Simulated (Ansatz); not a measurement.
**CrSi (triplet): wave-function methods side by side, def2-SVP**

The task here is to estimate one member of a computed series from the others.

Program: Ansatz 0.2.0, Gaussian basis. Level of theory: def2-SVP, core rule «outside noble gas», up to 14 orbitals frozen. These are calculated values, not measurements.

The runs, in order: UHF; CCSD(T) on ROHF; CCSD(T) on UHF; CISD; CCSDT(Q) on ROHF; CCSDT(Q) on UHF.

19 further runs of the same task are left out: 14 for a known fault of the program, 1 that didn't finish, 4 set aside as unsound or not needed.

## What is computed

The geometry is a PBE0/def2-TZVP stationary point (not a proven minimum).

2 atoms, charge 0, spin multiplicity 3.

Atoms are counted from 1 here; the program's logs count them from 0.

Bond lengths: Cr1–Si2 2.318 Å.

Set-up of the first run:

in.yaml

```yaml
crystal:
  periodic: [false, false, false]
  atoms:
    - {symbol: Cr, position_ang: [0.000000, 0.000000, 0.000000]}
    - {symbol: Si, position_ang: [0.000000, 0.000000, 2.318000]}
basis:
  gaussian: {orbitals: def2-SVP}
magnetization: {spin_polarized: true, initial_magnetization: 2}
hamiltonian: {xc: hf}
output: {orbitals: {seedname: orbitals}}
```

Run with:

```bash
$ ansatz run in.yaml --threads 1 --pin off --events-out ev --progress --plain --max-ram 2560MiB --backend cpu
```

Steps of the session up to this table: UHF; CCSD(T) on ROHF; CCSD(T) on UHF; CISD; CCSDT(Q) on ROHF; CCSDT(Q) on UHF.

One of the session's tables, all rows but one given; the rest of the session is left out.

It belongs to the step «Misses and costs». 

| method | from RCCSDT(Q) (kJ/mol) |
| --- | --- |
| UHF | +454.3 |
| RMP2 | +57.0 |
| UMP2 | ? |
| CISD | +431.6 |
| RCCSD | +116.4 |
| UCCSD | +66.9 |
| RCCSD(T) | +107.0 |
| UCCSD(T) | +49.9 |
| RCCSDT | +57.7 |
| UCCSDT | +40.7 |
| RCCSDT(Q) | 0 |
| UCCSDT(Q) | +38.3 |

**Question.** Estimate the row for UMP2.

As computed: from RCCSDT(Q) (kJ/mol): +137.6. In the column «from RCCSDT(Q) (kJ/mol)» it lies between RCCSD (+116.4) and CISD (+431.6).

Left out of the table: ROHF (another determinant or state than the rows shown).

To keep in mind: The determinant is far from a pure spin state, so its energy mixes those of several spin states (harmless only where they are near-degenerate, as at dissociation). The report flags that the cluster equations may have other roots. The program flags RCCSD(T), RCCSDT(Q), UCCSDT(Q) as in doubt, so the zero of the table is itself unsure. Warnings: spin contamination; coupled cluster took another determinant than the lowest; large T1 diagnostic. Restricted and unrestricted rows rest on different reference determinants; where their highest levels disagree by more than a few hundredths of an eV, they describe different states and don't form one ladder.
